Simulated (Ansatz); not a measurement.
# RuTe: the cost of one run

Method: DFT LDA without U, plane waves, PAW, in Ansatz 0.2.0.

## Step 1: The starting structure

The structure is cubic, space group Pm-3m (No. 221). Conventional cell: a = 3.415 Å, b = 3.415 Å, c = 3.415 Å, α = 90.00°, β = 90.00°, γ = 90.00°. Ru (site symmetry m-3m) is surrounded by 8 Te at 2.96 Å. Around Te (site symmetry m-3m) lie 8 Ru at 2.96 Å.

Structure file:

```cif
data_structure
_symmetry_space_group_name_H-M 'Pm-3m'
_symmetry_Int_Tables_number 221
_cell_length_a 3.4154
_cell_length_b 3.4154
_cell_length_c 3.4154
_cell_angle_alpha 90.000
_cell_angle_beta 90.000
_cell_angle_gamma 90.000
_cell_volume 39.84
loop_
_atom_site_label
_atom_site_type_symbol
_atom_site_symmetry_multiplicity
_atom_site_Wyckoff_symbol
_atom_site_fract_x
_atom_site_fract_y
_atom_site_fract_z
_atom_site_occupancy
Ru1 Ru 1 a 0.00000 0.00000 0.00000 1
Te1 Te 1 b 0.50000 0.50000 0.50000 1
```

## Step 2: Ferromagnetic start, free, symmetry kept, no search

input.yaml reads:

```yaml
crystal:
  lattice:
    - [3.41538461, 0.0, 0.0]
    - [0.0, 3.41538461, 0.0]
    - [0.0, 0.0, 6.83076922]
  atoms:
    - { symbol: Ru, position: [0.0, 0.0, 0.0], spin: 4.0 }
    - { symbol: Te, position: [0.5, 0.5, 0.25] }
    - { symbol: Ru, position: [0.0, 0.0, 0.5], spin: 4.0 }
    - { symbol: Te, position: [0.5, 0.5, 0.75] }
basis:
  ecutwfc: 420
  ecutrho_ratio: 4
kpoints:
  mp_grid: { grid: [6, 6, 3] }
hamiltonian:
  xc: lda
scf:
  occupations: { method: gaussian, width: 0.05 }
  lower_state_search: "off"
  max_iter: 150
output:
  forces: true
  stress: true
  eigenvalues: true
  populations: true
  hubbard: { sites: [{ site: 0, l: d }, { site: 2, l: d }] }
magnetization:
  spin_polarized: true
```

Run with:

```sh
> ansatz run input.yaml --threads 2 --pin off --max-ram 3072MiB --backend cpu --events-out ev --progress --plain --runs-dir out
```

**Question.** How long does this run take on 2 threads of Arm Neoverse N1, shared host, and how much memory does it need?

About 14 s, with a peak of 0.45 GiB.
